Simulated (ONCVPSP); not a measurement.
# Pseudopotential generation for Hf: ONCV, PBE

Do these settings give a usable potential? It is generated, then checked for transferability, scattering, ghosts and hardness.

Method: ONCVPSP 4.0.1, PBE, scalar-relativistic.

## (1) The atom and the settings

The settings as typed:

```
element                 : hafnium (Hf, Z = 72)
type                    : optimised norm-conserving Vanderbilt (ONCV)
frozen core             : [Kr] 4d10 4f14
valence charge          : 12
reference configuration : 5s2 5p6 5d2 6s2
partial waves           : 5s+6s: rc 1.55 bohr, ncon 3, nbas 8, qcut 6 1/bohr, 2 projectors; 5p: rc 1.35 bohr, ncon 4, nbas 8, qcut 6.8 1/bohr, 1 projector; 5d: rc 3.05 bohr, ncon 5, nbas 10, qcut 5.7 1/bohr, 2 projectors, debl 3.8 Ha
local potential         : polynomial inside 0.85 bohr (lpopt 5, dvloc0 3 Ha)
core correction         : Teter function, fcfact 3.25, rcfact 1.7
```

The outer shells as boxes (Hund's rule for the drawing; the calculation is spin-unpolarised):

```
[Kr] core
4d [↑↓][↑↓][↑↓][↑↓][↑↓]
4f [↑↓][↑↓][↑↓][↑↓][↑↓][↑↓][↑↓]
5s [↑↓]
5p [↑↓][↑↓][↑↓]
5d [↑ ][↑ ][  ][  ][  ]
6s [↑↓]
```

The nodes and maxima of the atom's own shells, from an earlier all-electron run, set the scale for the radii.

All-electron outer shells of the reference configuration (PBE, scalar-relativistic, ld1.x):

```json
{"shell": "5s", "level (eV)": "-67.02", "outermost node (bohr)": "0.55", "outermost maximum (bohr)": "1.01"}
{"shell": "5p", "level (eV)": "-35.57", "outermost node (bohr)": "0.60", "outermost maximum (bohr)": "1.16"}
{"shell": "4f", "level (eV)": "-16.83", "outermost node (bohr)": "–", "outermost maximum (bohr)": "0.45"}
{"shell": "6s", "level (eV)": "-5.11", "outermost node (bohr)": "1.37", "outermost maximum (bohr)": "2.89"}
{"shell": "5d", "level (eV)": "-2.69", "outermost node (bohr)": "0.67", "outermost maximum (bohr)": "1.69"}
{"shell": "6p", "level (eV)": "-1.40", "outermost node (bohr)": "1.66", "outermost maximum (bohr)": "4.05"}
```

## (2) Generation

Contents of Hf.dat:

```
# ATOM AND REFERENCE CONFIGURATION
# atsym  z   nc   nv     iexc    psfile
  Hf 72.00   10    4        4      upf
#
#   n    l    f
    1    0    2.00
    2    0    2.00
    2    1    6.00
    3    0    2.00
    3    1    6.00
    3    2   10.00
    4    0    2.00
    4    1    6.00
    4    2   10.00
    4    3   14.00
    5    0    2.00
    5    1    6.00
    5    2    2.00
    6    0    2.00
#
# PSEUDOPOTENTIAL AND OPTIMIZATION
# lmax
    2
#
#   l,   rc,      ep,       ncon, nbas, qcut
    0    1.55    0.00    3    8    6.00
    1    1.35    0.00    4    8    6.80
    2    3.05    0.00    5   10    5.70
#
# LOCAL POTENTIAL
# lloc, lpopt,  rc(5),   dvloc0
    4    5    0.85    3.00
#
# VANDERBILT-KLEINMAN-BYLANDER PROJECTORs
# l, nproj, debl
    0    2    3.50
    1    1    1.80
    2    2    3.80
#
# MODEL CORE CHARGE
# icmod, fcfact, rcfact
    3    3.25    1.70
#
# LOG DERIVATIVE ANALYSIS
# epsh1, epsh2, depsh
   -4.00    5.00    0.02
#
# OUTPUT GRID
# rlmax, drl
    6.00    0.01
#
# TEST CONFIGURATIONS
# ncnf
    4
# nvcnf
#   n    l    f
    4
    5    0    2.00
    5    1    6.00
    5    2    2.00
    6    0    1.00
#
    4
    5    0    2.00
    5    1    6.00
    5    2    2.00
    6    0    0.00
#
    4
    5    0    2.00
    5    1    6.00
    5    2    1.00
    6    0    0.00
#
    4
    5    0    2.00
    5    1    6.00
    5    2    2.00
    6    0    1.50
#
```

Started as:

```bash
$ oncvpsp.x < Hf.dat > Hf.out
```

What does the calculation give? Wanted: cutoffs for 1 and 0.1 mHa per electron, occupied waves; bound ghosts; GHOST(+) flags; largest test error; largest phase difference near zero energy, channels read; rms error of d²Exc/dn², without and with the model core.

**Answer**, as computed:

| quantity | value |
| --- | --- |
| cutoffs for 1 and 0.1 mHa per electron, occupied waves | 27 Ha and 101 Ha |
| bound ghosts | s at -137.70 eV |
| GHOST(+) flags | p at -4 eV, d at 118 eV |
| largest test error (AE − PS) | -31 meV, for 5s2 5p6 5d2 6s0 (1 test unsolved) |
| largest phase difference near zero energy, channels read | 3.084 rad |
| rms error of d²Exc/dn², without and with the model core | 6.75 and 1.72 mHa |

In words: It has a bound ghost (s), a state that the atom doesn't have, and that rules the file out. By total energies transferability is fair where solved: the largest error is 31 meV on 22.2 eV, for 5s2 5p6 5d2 6s0. Of the tests 1 gave no usable energy difference, which is a warning in itself. By its cutoff, 27 Ha for the looser tolerance, it is of middling hardness. The tighter tolerance needs 101 Ha, and converged work needs a cutoff nearer that. At the looser tolerance the 5p wave is the slowest; 5s needs 16 Ha. Of the channels read, p scatters worst near zero energy, by up to 3.08 rad. A step near π is an extra or missing state, not a misfit of shape. The pseudo curves have a pole with no partner nearby in the atom's: p at -0.20 Ha. The program also flags highly localised states, GHOST(+) (p, d). Note that the frozen 4f shell (-17 eV) lies higher than the valence 5s shell (-67 eV).
